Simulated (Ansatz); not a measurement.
# CdPd: a single-point run

Wanted: a converged single-point run for CdPd, and a check of what comes out. The structure is shown as the input types it.

Computed with Ansatz 0.2.0 (DFT, PBEsol, PAW with Ansatz's default frozen-core files, scalar-relativistic, unless a step's input says otherwise).

1 further run of the same task is left out (it didn't finish). Runs told in other sessions of the task aren't counted.

## 1. The structure to begin with

It takes space group Cm (No. 8, monoclinic). Conventional cell: a = 4.282 Å, b = 4.282 Å, c = 3.631 Å, α = 90.00°, β = 90.00°, γ = 90.00°. Around Cd (site symmetry m) lie 7 Pd at 2.47 to 2.96 Å. Pd (site symmetry m) has 7 Cd at 2.47 to 2.96 Å in its first shell of neighbours.

Coordinates:

```
CELL_PARAMETERS angstrom
3.02760 0.00000 0.00000
0.00000 3.02760 0.00000
0.00000 0.00000 3.63100
ATOMIC_POSITIONS crystal
Cd 0.97000 0.97000 0.97000
Pd 0.53000 0.53000 0.53000
```

## 2. The run

input.yaml

```yaml
crystal:
  lattice:
    - [3.0276, 0.0, 0.0]
    - [0.0, 3.0276, 0.0]
    - [0.0, 0.0, 3.631]
  atoms:
    - { symbol: Cd, position: [-0.03, -0.03, -0.03] }
    - { symbol: Pd, position: [0.53, 0.53, 0.53] }
kpoints:
  mp_grid: { grid: [10, 10, 8] }
scf:
  occupations: { method: fermi_dirac, width: 0.05 }
  convergence: { dr2_threshold: 0.0 }
  max_iter: 75
hamiltonian:
  xc: pbesol
  pseudopotentials: { kind: paw }
output:
  forces: true
  stress: true
  eigenvalues: true
  populations: true
```

Run with:

```sh
ansatz run input.yaml --threads 1 --pin off --max-ram 2048MiB --backend cpu --events-out ev --progress --plain --runs-dir out
```

What happens when this is run?

The program refused the input before any cycle. It says: «invalid value for `scf.convergence.dr2_threshold`: must be finite and > 0; got 0 eV»

The suspect setting: scf.convergence.dr2_threshold is 0.0. The number typed is not permitted for that setting.

The cure: delete scf.convergence.dr2_threshold (the default then holds).
